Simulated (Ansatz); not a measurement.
# VH₃O₄: basis-set convergence

The task here is to estimate one member of a computed series from the others.

Program: Ansatz 0.2.0, Gaussian basis. Level of theory: one geometry, several basis sets. These are calculated values, not measurements.

Levels to be run: PBE0-D4/def2-SVP; ωB97M-V/def2-SVP; PBE0-D4/def2-QZVPP; ωB97M-V/def2-QZVPP; the functionals' def2-TZVPP values are taken from earlier runs.

**The geometry**

The geometry comes from an earlier relaxation with PBE0-D4 in a triple-zeta def2 set; it is a stationary point, not always the lowest conformer.

SMILES `[O]=[V]([OH])([OH])[OH]`, 8 atoms, charge 0, spin multiplicity 1.

Atoms are counted from 1 here; the program's logs count them from 0.

Bond lengths: O1–V2 1.556 Å, V2–O3 1.764 Å, V2–O4 1.764 Å, V2–O5 1.764 Å, O3–H6 0.961 Å, O4–H7 0.961 Å, O5–H8 0.961 Å. Angles: O1–V2–O3 109.4°, O1–V2–O4 109.4°, O1–V2–O5 109.4°, O3–V2–O4 109.6°, O3–V2–O5 109.6°, O4–V2–O5 109.6°, V2–O3–H6 121.3°, V2–O4–H7 121.3°, V2–O5–H8 121.3°.

The first run:

The input, in.yaml:

```yaml
crystal:
  periodic: [false, false, false]
  atoms:
    - {symbol: O, position_ang: [-1.344014, 0.292206, 0.732476]}
    - {symbol: V, position_ang: [-0.002659, -0.003967, 0.000780]}
    - {symbol: O, position_ang: [1.335831, 0.175957, 1.135967]}
    - {symbol: O, position_ang: [0.199031, 1.131104, -1.334701]}
    - {symbol: O, position_ang: [-0.028647, -1.653334, -0.624916]}
    - {symbol: H, position_ang: [1.183724, 0.421861, 2.052134]}
    - {symbol: H, position_ang: [-0.460871, 1.803654, -1.522243]}
    - {symbol: H, position_ang: [-0.790196, -2.224481, -0.495297]}
basis:
  gaussian: {orbitals: def2-SVP}
hamiltonian: {xc: pbe0, dispersion: d4}
output: {orbitals: {seedname: orbitals}}
```

Command:

```bash
ansatz run in.yaml --threads 4 --pin off --events-out ev --progress --plain --max-ram 10444MiB
```

Among the steps run: PBE0-D4 in def2-SVP; ωB97M-V in def2-SVP; PBE0-D4 in def2-QZVPP; ωB97M-V in def2-QZVPP.

One of the session's tables, all rows but one given; the rest of the session is left out.

It belongs to the step «Functionals by basis». 

```
functional       basis  HOMO (eV)  LUMO (eV)
   PBE0-D4    def2-SVP          ?          ?
   PBE0-D4  def2-TZVPP      -9.16      -2.29
   PBE0-D4  def2-QZVPP      -9.20      -2.31
   ωB97M-V    def2-SVP     -11.20       0.15
   ωB97M-V  def2-TZVPP     -11.54      -0.01
   ωB97M-V  def2-QZVPP     -11.58      -0.05
```

Q: Estimate the row for PBE0-D4, def2-SVP from the others.

As computed: HOMO (eV): -8.86; LUMO (eV): -2.18. In the column «HOMO (eV)» it is the highest.
